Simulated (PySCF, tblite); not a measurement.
# C₃H₁₁GeNSi+ (doublet): geometry, infrared bands and EPR parameters

Wanted: the infrared bands and EPR parameters of C₃H₁₁GeNSi+ (doublet) (`[SiH3][NH+][GeH2][CH]1CC1`), by calculation.

The runs use tblite 0.8.0 and PySCF 2.14.0, with density-fitted response routines of our own; the level of theory stands in each step. All values are computed, except where a source is named. Atoms count from 0, in the outputs and in this text.

## (1) The starting structure

17 atoms, charge 1, multiplicity 2; geometry from: force field or distance geometry start.

Bonds of the start (Å): Si0–N1 1.77, N1–Ge2 1.87, Ge2–C3 1.91, C3–C4 1.50, C4–C5 1.52, C5–C3 1.51, Si0–H6 1.48, Si0–H7 1.47, Si0–H8 1.46, N1–H9 1.05, Ge2–H10 1.57, Ge2–H11 1.54, C3–H12 1.13, C4–H13 1.12, C4–H14 1.11, C5–H15 1.09, C5–H16 1.11.

## (2) Optimising the geometry with GFN2-xTB

The job: settings as JSON, then the geometry in Å.

```
{"job": {"kind": "relax", "xc": "GFN2-xTB", "basis": "xTB"}, "charge": 1, "multiplicity": 2}
Si    -2.776000    -0.232900     0.525600
N     -1.552100    -1.383600    -0.021700
Ge    -0.153300    -0.476100    -0.877100
C      1.144900    -0.007700     0.440800
C      2.614300    -0.024400     0.147800
C      1.863800     1.296900     0.186600
H     -4.093600    -0.608000    -0.037900
H     -2.935600    -0.221200     1.987700
H     -2.518500     1.144900     0.119300
H     -1.970200    -2.130800    -0.622000
H     -0.806400     0.840700    -1.415100
H      0.398400    -1.273800    -2.072900
H      0.809700    -0.191500     1.508900
H      3.362300    -0.083000     0.974200
H      2.983300    -0.293200    -0.858500
H      1.635800     1.728200    -0.782900
H      1.986300     1.927400     1.086200
```

Started as:

```bash
> OMP_NUM_THREADS=1 python probes_run.py task.json out
```

This one command runs all jobs of the session in turn.

**Question.** This job is followed by: GFN2-xTB harmonic vibrations, gas phase; UKS B3LYP, def2-TZVP-core on Ge, pcH-1 on C H N Si, non-relativistic, mean-field spin-orbit, GIAO. What will the session give for the following? strongest single infrared mode (GFN2-xTB); zero-point energy (GFN2-xTB); g(iso) (B3LYP); ⟨S²⟩; largest a(iso) (averaged by class).

As calculated:

| quantity | value |
| --- | --- |
| strongest single infrared mode (GFN2-xTB) | 736 cm⁻¹, 245 km/mol |
| zero-point energy (GFN2-xTB) | 75.7 kcal/mol |
| g(iso) (B3LYP) | 2.00685 |
| ⟨S²⟩ | 0.757 (exact 0.75) |
| largest a(iso) (averaged by class) | 1H on H6, H7, H8, 67.1 MHz |

**Reading.** Over 165 steps the energy fell by 1.054 eV; of the close pairs, Ge2–C3 changed most, 1.908 to 2.017 Å. No mode is imaginary among the 45: a minimum at this level. The strongest single mode, at 736 cm⁻¹, is carried by H10, H11, H8, H7. GFN2-xTB is a fitted tight-binding method: band positions and strengths are rough. Its intensities can rank the bands wrongly. The largest share of the spin, 0.62 e, sits on N1. The isotropic g lies 4.5 ppt above the free-electron value. The hyperfine terms hold no scalar relativity, which the heavier nuclei need.
